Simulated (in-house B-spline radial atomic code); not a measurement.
# Bi⁺: excited configurations

Wanted: excitation energies of Bi⁺ as differences of total energies (ΔSCF).

The numbers are computed with in-house B-spline radial atomic code version 1 (scalar-relativistic (spin-free one-electron X2C) PW91, spin-polarised, spherical fractional occupations, Fermi nucleus, basis-set limit), except any that are marked as measured or tabulated.

### 1 What is computed

| Property | Result |
| --- | --- |
| element | bismuth (Z = 83) |
| charge | +1 |
| electrons | 82 |
| configuration | [Xe] 4f14 5d10 6s2 6p2 |
| Hamiltonian | scalar-relativistic (X2C) |
| nucleus | Fermi, rms radius 5.521 fm |

Outer shells as boxes (Hund's rule):

[Xe] 4f14 5d10 6s2 6p2
```
[Xe] core
4f [↑↓][↑↓][↑↓][↑↓][↑↓][↑↓][↑↓]
5d [↑↓][↑↓][↑↓][↑↓][↑↓]
6s [↑↓]
6p [↑ ][↑ ][  ]
```

Where spins are not typed, each open shell is filled with up spins first.

### 2 The base configuration

The run's settings:

```ini
Z = 83
electrons = 82.0
configuration = [Xe] 4f14 5d10 6s2 6p2
hamiltonian = x2c
method = pw91,pw91
spin_polarised = True
nucleus = fermi
rms_radius = 5.5211
mass_number = 209
atomic_mass = 208.980398599
speed_of_light = 137.035999084
```

### 3 Configuration [Xe] 4f14 5d10 6s2 6p1 7s1

Settings: those of step 2 with these lines changed.

```diff
@@ -2,3 +2,3 @@
 electrons = 82.0
-configuration = [Xe] 4f14 5d10 6s2 6p2
+configuration = [Xe] 4f14 5d10 6s2 6p1 7s1
 hamiltonian = x2c
```

### 4 Configuration [Xe] 4f14 5d10 6s1 6p2 7s1

Settings: those of step 3 with these lines changed.

```diff
@@ -2,3 +2,3 @@
 electrons = 82.0
-configuration = [Xe] 4f14 5d10 6s2 6p1 7s1
+configuration = [Xe] 4f14 5d10 6s1 6p2 7s1
 hamiltonian = x2c
```

### 5 Run with [Kr] 4d10 4f14 5s2 5p5 5d10 6s2 6p2 7p1

Settings: those of step 4 with these lines changed.

```diff
@@ -2,3 +2,3 @@
 electrons = 82.0
-configuration = [Xe] 4f14 5d10 6s1 6p2 7s1
+configuration = [Kr] 4d10 4f14 5s2 5p5 5d10 6s2 6p2 7p1
 hamiltonian = x2c
```

### 6 Run with [Xe] 4f13 5d10 6s2 6p2 6d1

Settings: those of step 5 with these lines changed.

```diff
@@ -2,3 +2,3 @@
 electrons = 82.0
-configuration = [Kr] 4d10 4f14 5s2 5p5 5d10 6s2 6p2 7p1
+configuration = [Xe] 4f13 5d10 6s2 6p2 6d1
 hamiltonian = x2c
```

### 7 Configuration [Kr] 4d10 4f14 5s2 5p5 5d10 6s2 6p3

Settings: those of step 6 with these lines changed.

```diff
@@ -2,3 +2,3 @@
 electrons = 82.0
-configuration = [Xe] 4f13 5d10 6s2 6p2 6d1
+configuration = [Kr] 4d10 4f14 5s2 5p5 5d10 6s2 6p3
 hamiltonian = x2c
```

Before running: How far above the reference does each configuration lie (order and size, in eV)?

**Answer**, as computed:

| net move | configuration | 2|M_S|+1 | energy above the reference (eV) | largest <r> (bohr) |
| --- | --- | --- | --- | --- |
| 6p → 7s | [Xe] 4f14 5d10 6s2 6p1 7s1 | 3 | 7.455 | 5.15 |
| 6s → 7s | [Xe] 4f14 5d10 6s1 6p2 7s1 | 5 | 17.125 | 5.02 |
| 5p → 6p | [Kr] 4d10 4f14 5s2 5p5 5d10 6s2 6p3 | 5 | 94.664 | 2.62 |
| 5p → 7p | [Kr] 4d10 4f14 5s2 5p5 5d10 6s2 6p2 7p1 | 5 | 105.94 | 6.32 |
| 4f → 6d | [Xe] 4f13 5d10 6s2 6p2 6d1 | 5 | 167.48 | 4.37 |

The lowest of them is 6p → 7s at 7.455 eV and the highest 4f → 6d at 167.48 eV. 3 of them lie more than 60 % above minus the reference's highest level (12.140 eV), in the range where a state can decay by emitting an electron. The reference has 2|M_S|+1 = 3; 4 of the configurations differ from it in spin. These are spherical averages at the typed spins, not spectroscopic levels.
